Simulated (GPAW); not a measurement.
This GPAW 26.7.0 run on Ag needs a look.

Contents of run.py:

```python
from ase import Atoms
from ase.dft.bandgap import bandgap
from ase.io import write
from ase.units import Bohr
from gpaw import GPAW, PW
from gpaw.elf import elf_from_dft_calculation

atoms = Atoms(['Ag', 'Ag', 'Ag', 'Ag', 'Ag'],
              cell=[[2.8893797293, 0, 0],
                    [-1.4446898646, 2.5022762467, 0],
                    [0.0, 0.0, 24.4366746799]],
              scaled_positions=[[0.6666666667, 0.3333333333, 0.3069157362],
                                [0.3333333333, 0.6666666667, 0.4034578681],
                                [0.0, 0.0, 0.5],
                                [0.6666666667, 0.3333333333, 0.5965421319],
                                [0.3333333333, 0.6666666667, 0.6930842638]],
              pbc=True)
atoms.pbc = (True, True, False)

calc = GPAW(mode=PW(120),
            xc={'name': 'vdW-DF2', 'backend': 'libvdwxc'},
            kpts={'size': (6, 6, 1), 'gamma': True},
            occupations={'name': 'fermi-dirac', 'width': 0.05},
            nbands=70,
            convergence={'density': 1e-05, 'energy': 1e-05},
            maxiter=50,
            poissonsolver={'dipolelayer': 'xy'},
            txt='gpaw.txt')
atoms.calc = calc
energy = atoms.get_potential_energy()
forces = atoms.get_forces()
calc.write('gs.gpw')
write('result.traj', atoms)
print(f'Energy: {energy:.6f} eV')
print('Forces (eV/A):')
print(forces.round(4))
print('Fermi level:', round(calc.get_fermi_level(), 4), 'eV')
print(f'Gap: {bandgap(calc)[0]:.4f} eV, direct: {bandgap(calc, direct=True)[0]:.4f} eV')

# fields on the real-space grid
write('density.cube', atoms, data=calc.get_pseudo_density() * Bohr**3)
write('potential.cube', atoms, data=calc.get_electrostatic_potential())
write('elf.cube', atoms, data=elf_from_dft_calculation(calc).data)
```

Potentials or basis: GPAW PAW data sets (gpaw-data 1.2.1), pw.

Command:

```sh
$ OMP_NUM_THREADS=1 python run.py
```

gpaw.txt:

```text
__  _  _
 | _ |_)|_||  |
 |__||  | ||/\| - 26.7.0

Input parameters:
  mode=PW(ecut=120.0),
  convergence={'density': 1e-05, 'energy': 1e-05},
  kpts=MonkhorstPack(size=(6, 6, 1), gamma=True),
  maxiter=50,
  nbands=70,
  occupations=Occupations(name='fermi-dirac', width=0.05),
  poissonsolver=PoissonSolver(dipolelayer='xy'),
  xc=XC(name='vdW-DF2', backend='libvdwxc')

Diagonalizing LCAO Hamiltonian
Converting LCAO to pw mode

        Ag

           Ag

       Ag

        Ag

           Ag

Atoms  # Å, Bohr magnetons
|   | symbol |         x |        y |         z |    initial magnetic moments |
|---|--------|-----------|----------|-----------|-----------------------------|
[... 127 lines left out ...]

convergence criteria:
- Maximum integral of absolute [dens]ity change: 1e-05 electrons / valence electron
- Maximum [total energy] change in last 3 cyles: 1e-05 eV / valence electron
- Maximum integral of absolute [eigenst]ate change: 4e-08 eV^2 / valence electron
maximum number of iterations: 50

SCF iterations
|iter     | |      energy | eigst |  dens |
|---------|-|-------------|-------|-------|
|iter:   1| | -430.660314 | +0.23 |       |
|iter:   2| | -411.750315 | -0.83 | -0.53 |
|iter:   3| | -408.086838 | -0.70 | -0.65 |
|iter:   4| | -372.102419 | -0.80 | -0.67 |
|iter:   5| | -362.604147 | -1.56 | -1.04 |
|iter:   6| | -419.774654 | +0.28 | -1.31 |
|iter:   7| | -438.684641 | +0.65 | -0.71 |
|iter:   8| | -364.151615 | -2.17 | -0.72 |
|iter:   9| | -364.661701 | -2.70 | -1.43 |
|iter:  10| | -368.519107 | -1.30 | -1.62 |
|iter:  11| | -367.165584 | -1.83 | -1.71 |
[... 18 lines left out ...]
|iter:  30| | -361.906064 | -2.65 | -2.95 |
|iter:  31| | -361.912512 | -4.29 | -3.07 |
|iter:  32| | -361.955415 | -2.90 | -3.07 |
|iter:  33| | -361.955040 | -2.67 | -3.11 |
|iter:  34| | -361.925550 | -3.11 | -3.17 |
|iter:  35| | -361.955221 | -3.03 | -3.28 |
|iter:  36| | -361.951948 | -2.70 | -3.20 |
|iter:  37| | -361.924148 | -3.35 | -3.24 |
|iter:  38| | -361.923466 | -5.48 | -3.29 |
|iter:  39| | -361.923086 | -6.76 | -3.33 |
|iter:  40| | -361.922800c| -4.34 | -3.33 |
|iter:  41| | -361.978015 | -2.63 | -3.31 |
|iter:  42| | -361.921351 | -2.71 | -3.15 |
|iter:  43| | -361.921655 | -4.98 | -3.26 |
|iter:  44| | -361.983503 | -2.61 | -3.34 |
|iter:  45| | -361.975567 | -4.23 | -2.91 |
|iter:  46| | -361.946925 | -3.49 | -3.16 |
|iter:  47| | -361.920895 | -3.40 | -3.27 |
|iter:  48| | -361.946974 | -3.27 | -3.32 |
|iter:  49| | -361.920485 | -3.39 | -3.29 |
|iter:  50| | -361.945922 | -3.33 | -3.33 |
```

On the terminal:

```text
Traceback (most recent call last):
  File "run.py", line 30, in <module>
  File "ase/atoms.py", line 1971, in get_potential_energy
  File "new/ase_interface.py", line 292, in get_potential_energy
  File "new/ase_interface.py", line 215, in calculate_property
  File "new/ase_interface.py", line 177, in iconverge
  File "new/calculation.py", line 252, in iconverge
  File "new/scf.py", line 130, in iterate
gpaw.KohnShamConvergenceError
```

Q: Diagnose the run.

A: No converged result was reached. The input holds a flaw that was put in on purpose: plane-wave cutoff far too low (mode = PW(120)).
